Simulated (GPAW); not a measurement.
A run of GPAW 26.7.0 is set up as follows.

File run.py:

```python
from ase import Atoms
from ase.eos import EquationOfState
from ase.io import Trajectory
from ase.units import GPa
from gpaw import GPAW, PW

atoms = Atoms(['Ge', 'Ge', 'Ge', 'Ge', 'Ge', 'Ge', 'V', 'V'],
              cell=[[4.768, 0.0, 0.0],
                    [0.0, 4.768, 0.0],
                    [0.0, 0.0, 4.768]],
              scaled_positions=[[0.0, 0.5, 0.25],
                                [0.0, 0.5, 0.75],
                                [0.5, 0.25, 0.0],
                                [0.75, 0.0, 0.5],
                                [0.5, 0.75, 0.0],
                                [0.25, 0.0, 0.5],
                                [0.5, 0.5, 0.5],
                                [0.0, 0.0, 0.0]],
              pbc=True)
atoms.set_initial_magnetic_moments([0.0, 0.0, 0.0, 0.0, 0.0, 0.0, 2.0, 2.0])

traj = Trajectory('eos.traj', 'w')
volumes, energies = [], []
for x in [0.94, 0.96, 0.98, 1.0, 1.02, 1.04, 1.06]:
    a = atoms.copy()
    a.set_cell(atoms.cell * x**(1 / 3), scale_atoms=True)
    calc = GPAW(mode=PW(600),
                xc='PBE',
                kpts={'size': (5, 5, 5), 'gamma': True},
                occupations={'name': 'fermi-dirac', 'width': 0.05},
                nbands=47,
                convergence={'density': 1e-05, 'energy': 1e-05},
                maxiter=150,
                txt=f'eos-{x:.2f}.txt')
    a.calc = calc
    energies.append(a.get_potential_energy(force_consistent=True))
    volumes.append(a.get_volume())
    p = -a.get_stress()[:3].mean() / GPa
    calc.write(f'eos-{x:.2f}.gpw')
    traj.write(a)
    print(f'{x:.2f} {volumes[-1]:10.4f} A^3 {energies[-1]:14.6f} eV {p:9.3f} GPa', flush=True)

v0, e0, B = EquationOfState(volumes, energies, eos='birchmurnaghan').fit()
print(f'V0 = {v0:.4f} A^3, E0 = {e0:.6f} eV, B0 = {B / GPa:.2f} GPa')
```

Potentials or basis: GPAW PAW data sets (gpaw-data 1.2.1), pw.

Command:

```console
$ OMP_NUM_THREADS=1 python run.py
```

Task: Predict the equilibrium volume.

Result: Outside the volumes run.

Energy against volume, from the lowest point:
```
volume (Å³/atom)  energy (meV/atom)
          12.736             299.85
          13.007             229.83
          13.278             168.92
          13.549             116.23
          13.820              70.98
          14.091              32.47
          14.362               0.00
```
